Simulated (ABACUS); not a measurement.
Runs of ABACUS 3.10.1 on CsLiCr2Te2S3. Symmetry: P3m1, No. 156, trigonal system. Conventional cell: a = 3.604 Å, b = 3.604 Å, c = 19.067 Å, α = 90.00°, β = 90.00°, γ = 120.00°. Cs (site symmetry 3m) has 3 S at 3.38 Å and 6 Cs at 3.60 Å and 3 Te at 3.77 Å as nearest neighbours. Around Te (site symmetry 3m) lie 6 Te at 3.60 Å and 3 Cs at 3.77 Å. Te (site symmetry 3m) is surrounded by 3 Cr at 2.74 Å. Around Cr (site symmetry 3m) lie 3 S at 2.40 Å and 3 Te at 2.74 Å. Around Cr (site symmetry 3m) lie 6 S at 2.43 to 2.45 Å. Around S (site symmetry 3m) lie 3 Cr at 2.45 Å and 3 Li at 2.63 Å. S (site symmetry 3m) has 3 Cr at 2.40 Å and 3 Li at 2.66 Å as nearest neighbours. Around S (site symmetry 3m) lie 3 Cr at 2.43 Å. The cell was built by a generator and needn't be a form met in nature.

```csv
task,level,potentials or basis,k mesh,cutoff (eV),symmetry key,threshold of the eigensolver,path,points for each segment of the path,mesh quality,gap on the mesh (eV),pressure (GPa),moment (μB),largest force (eV/Å)
single point,r2SCAN,"SG15 ONCV 1.2 PBE, plane waves",5 × 5 × 1,1497,1,-,-,-,coarse,none,(c),5.66,0.40
single point,LDA-PW92,"PseudoDojo NC SR 0.4.1 LDA standard, plane waves",6 × 6 × 1,1293,1,-,-,-,not flagged,none,-4.7,(b),0.58
single point,PBE,"SPMS ONCV 1.0 PBE, plane waves",6 × 6 × 1,1293,1,-,-,-,not flagged,none,(d),5.73,0.07
single point,PBE,"PseudoDojo NC SR 0.4.1 PBE standard, plane waves",9 × 9 × 2,1293,1,-,-,-,not flagged,none,0.2,5.65,(a)
```

Alike in all rows: spin collinear, ferromagnetic start; cell as given; smearing fermi-dirac 0.05 eV.

Task: Estimate the missing entries.

Result: (a) 0.03; (b) 5.62; (c) 0.7; (d) 0.3.

Caveats: some runs use coarse meshes; only a ferromagnetic start was run, and an antiferromagnetic order may lie lower in energy; the potentials were made for another functional, which shifts forces and pressure (some runs).

A k mesh can miss the band edges, and the runs leave out spin-orbit coupling on Cs, Te.

A gap of «none» marks a metal or a gap under the smearing width.
